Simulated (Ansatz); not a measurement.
A nudged elastic band was laid between two geometries of a periodic cell of 63 atoms, Si62As (host Si, host structure diamond, dopant As, one Si atom removed), cell charge +1.

Theory: Ansatz 0.2.0, DFT PBE-D3(BJ), scalar-relativistic, plane waves, PAW. Settings: PAW set soft_1, cutoff 420 eV, k mesh 1x1x1, gaussian smearing 0.05 eV, no spin polarisation.

* movable images: 5
* climbing image: yes
* spring: 5.0 eV/Å²
* optimiser: fire
* start path: IDPP
* force threshold: 0.03 eV/Å
* iteration limit: 80
* end points: relaxed

First end point:

```xyz
63
Lattice="10.8600 0.0000 0.0000 0.0000 10.8600 0.0000 0.0000 0.0000 10.8600" Properties=species:S:1:pos:R:3
Si 5.443 -0.010 -0.006
Si 6.812 1.347 1.351
Si 8.161 2.698 -0.014
Si 9.513 4.048 1.349
Si 8.160 -0.018 2.704
Si 9.513 1.345 4.052
Si 0.010 -0.008 -0.005
Si 1.370 1.350 1.354
Si 2.731 2.720 0.005
Si 4.105 4.068 1.369
Si 5.439 5.423 -0.006
Si 6.792 6.756 1.371
Si 8.140 8.128 0.006
Si 9.511 9.490 1.352
Si 2.731 0.002 2.725
Si 4.106 1.368 4.071
Si 5.479 2.708 2.711
As 6.648 4.216 4.218
Si 8.154 5.382 2.710
Si 9.494 6.755 4.071
Si 5.439 -0.009 5.426
Si 6.791 1.369 6.761
Si 8.153 2.707 5.386
Si 9.494 4.068 6.758
Si 8.139 0.003 8.133
Si 9.512 1.349 9.493
Si 0.011 5.417 -0.006
Si 1.369 6.790 1.381
Si 2.716 8.144 0.016
Si 4.071 9.491 1.380
Si 0.016 2.700 2.705
Si 1.363 4.062 4.067
Si 2.760 5.408 2.750
Si 4.076 6.779 4.144
Si 5.449 8.098 2.753
Si 6.796 9.496 4.068
Si 0.010 -0.010 5.422
Si 1.370 1.378 6.792
Si 2.763 2.749 5.414
Si 4.083 4.149 6.779
Si 6.720 6.780 6.786
Si 8.112 8.097 5.413
Si 9.482 9.491 6.792
Si 2.716 0.012 8.147
Si 4.071 1.377 9.494
Si 5.447 2.751 8.102
Si 6.797 4.063 9.500
Si 8.113 5.409 8.103
Si 9.483 6.789 9.496
Si -0.002 8.131 2.724
Si 1.364 9.497 4.068
Si 0.010 5.423 5.426
Si 1.338 6.792 6.797
Si 2.719 8.139 5.457
Si 4.069 9.520 6.794
Si -0.001 2.721 8.132
Si 1.364 4.063 9.500
Si 2.720 5.453 8.143
Si 4.070 6.791 9.523
Si 5.408 8.141 8.144
Si 6.797 9.497 9.501
Si -0.014 8.146 8.149
Si 1.359 9.501 9.505
```

Last end point:

```xyz
63
Lattice="10.8600 0.0000 0.0000 0.0000 10.8600 0.0000 0.0000 0.0000 10.8600" Properties=species:S:1:pos:R:3
Si 5.424 0.003 0.003
Si 6.812 1.360 1.360
Si 8.152 2.708 -0.020
Si 9.500 4.048 1.360
Si 8.152 -0.020 2.708
Si 9.500 1.360 4.048
Si 0.002 -0.002 -0.002
Si 1.372 1.356 1.356
Si 2.736 2.711 0.009
Si 4.108 4.090 1.401
Si 5.425 5.435 0.003
Si 6.770 6.752 1.401
Si 8.149 8.124 0.009
Si 9.504 9.488 1.356
Si 2.736 0.009 2.711
Si 4.108 1.401 4.090
Si 5.499 2.718 2.718
As 5.573 5.287 5.287
Si 8.142 5.361 2.718
Si 9.459 6.752 4.090
Si 5.425 0.003 5.435
Si 6.770 1.401 6.752
Si 8.142 2.718 5.361
Si 9.459 4.090 6.752
Si 8.149 0.009 8.124
Si 9.504 1.356 9.488
Si -0.003 5.436 0.003
Si 1.361 6.780 1.371
Si 2.710 8.150 0.010
Si 4.080 9.499 1.371
Si 0.020 2.708 2.708
Si 1.351 4.077 4.077
Si 2.726 5.432 2.743
Si 4.067 6.793 4.116
Si 5.428 8.134 2.743
Si 6.783 9.509 4.077
Si -0.003 0.003 5.436
Si 1.361 1.371 6.780
Si 2.726 2.743 5.432
Si 4.067 4.116 6.793
Si 6.744 6.793 6.793
Si 8.117 8.134 5.432
Si 9.489 9.499 6.780
Si 2.710 0.010 8.150
Si 4.080 1.371 9.499
Si 5.428 2.743 8.134
Si 6.783 4.077 9.509
Si 8.117 5.432 8.134
Si 9.489 6.780 9.499
Si -0.009 8.124 2.711
Si 1.350 9.510 4.082
Si -0.003 5.435 5.435
Si 1.343 6.800 6.800
Si 2.707 8.153 5.451
Si 4.060 9.517 6.800
Si -0.009 2.711 8.124
Si 1.350 4.082 9.510
Si 2.707 5.451 8.153
Si 4.060 6.800 9.517
Si 5.409 8.153 8.153
Si 6.778 9.510 9.510
Si -0.010 8.150 8.150
Si 1.352 9.508 9.508
```

(1) Which bonds break or form, and what moves?

(2) Give the energies along the band, and the barrier.

(3) What is the geometry of the highest image?

Answers

(1) Contacts lost: Si17–As18, As18–Si19, As18–Si23. Contacts made: As18–Si34, As18–Si40, As18–Si41. The atom that moves furthest is As18, by 1.86 Å; four of its nearest neighbours are Si19 2.43, Si23 2.43, Si17 2.43, Si40 3.62 Å at the first end and Si41 2.43, Si40 2.43, Si34 2.43, Si17 3.63 Å at the last.

(2) The run converged. The highest image is number 3 of 0 to 6, 0.81 eV above the ends, which have the same energy within 2 meV. By the program's own check the climbing image is a first-order saddle point (lowest curvatures found: -4.32 and 0.42 eV/Å²). Limits of this set-up: coarse k mesh, no spin, though dangling bonds at a vacancy may carry it, charged cell in a uniform background, uncorrected.

```tsv
image	path coordinate (Å)	energy (eV)	Si17–As18 (Å)	As18–Si19 (Å)	As18–Si23 (Å)
0	0.00	0.00	2.43	2.43	2.43
1	0.40	0.09	2.48	2.47	2.49
2	0.81	0.51	2.64	2.55	2.76
3	1.21	0.81	2.92	2.69	3.12
4	1.61	0.50	3.20	3.07	3.31
5	2.00	0.09	3.49	3.44	3.53
6	2.40	0.00	3.63	3.63	3.63
```

(3) 
```xyz
63
Lattice="10.8600 0.0000 0.0000 0.0000 10.8600 0.0000 0.0000 0.0000 10.8600" Properties=species:S:1:pos:R:3
Si 5.436 0.007 0.004
Si 6.778 1.395 1.405
Si 8.139 2.729 0.034
Si 9.398 4.101 1.466
Si 8.145 0.005 2.718
Si 9.511 1.345 4.084
Si 0.002 0.003 -0.005
Si 1.333 1.374 1.366
Si 2.712 2.688 -0.010
Si 4.065 4.077 1.346
Si 5.433 5.436 0.000
Si 6.785 6.818 1.340
Si 8.175 8.150 -0.021
Si 9.501 9.517 1.359
Si 2.703 0.007 2.710
Si 4.070 1.361 4.090
Si 5.391 2.757 2.755
As 6.107 4.881 4.628
Si 8.017 5.495 2.831
Si 9.505 6.809 4.082
Si 5.425 -0.015 5.429
Si 6.770 1.360 6.777
Si 8.167 2.686 5.465
Si 9.501 4.082 6.774
Si 8.154 0.011 8.151
Si 9.490 1.377 9.527
Si -0.049 5.415 0.049
Si 1.349 6.800 1.350
Si 2.719 8.144 -0.015
Si 4.046 9.523 1.351
Si -0.024 2.729 2.723
Si 1.354 4.078 4.063
Si 2.716 5.422 2.693
Si 4.206 6.669 4.005
Si 5.436 8.162 2.682
Si 6.787 9.502 4.066
Si 0.040 -0.038 5.434
Si 1.363 1.356 6.802
Si 2.719 2.727 5.420
Si 4.056 4.038 6.813
Si 6.828 6.748 6.746
Si 8.155 8.156 5.425
Si 9.509 9.511 6.814
Si 2.731 -0.025 8.124
Si 4.067 1.351 9.491
Si 5.449 2.725 8.141
Si 6.794 4.072 9.517
Si 8.150 5.411 8.141
Si 9.516 6.791 9.494
Si 0.010 8.151 2.701
Si 1.409 9.450 4.087
Si 0.008 5.438 5.424
Si 1.385 6.779 6.772
Si 2.825 8.034 5.400
Si 4.082 9.467 6.772
Si -0.003 2.699 8.145
Si 1.320 4.067 9.538
Si 2.711 5.418 8.155
Si 4.075 6.784 9.498
Si 5.441 8.099 8.108
Si 6.785 9.498 9.496
Si 0.028 8.135 8.128
Si 1.358 9.507 9.498
```

Run time: 18 min on 4 threads of Arm Neoverse V2, on a shared host, peak memory 3.9 GiB.
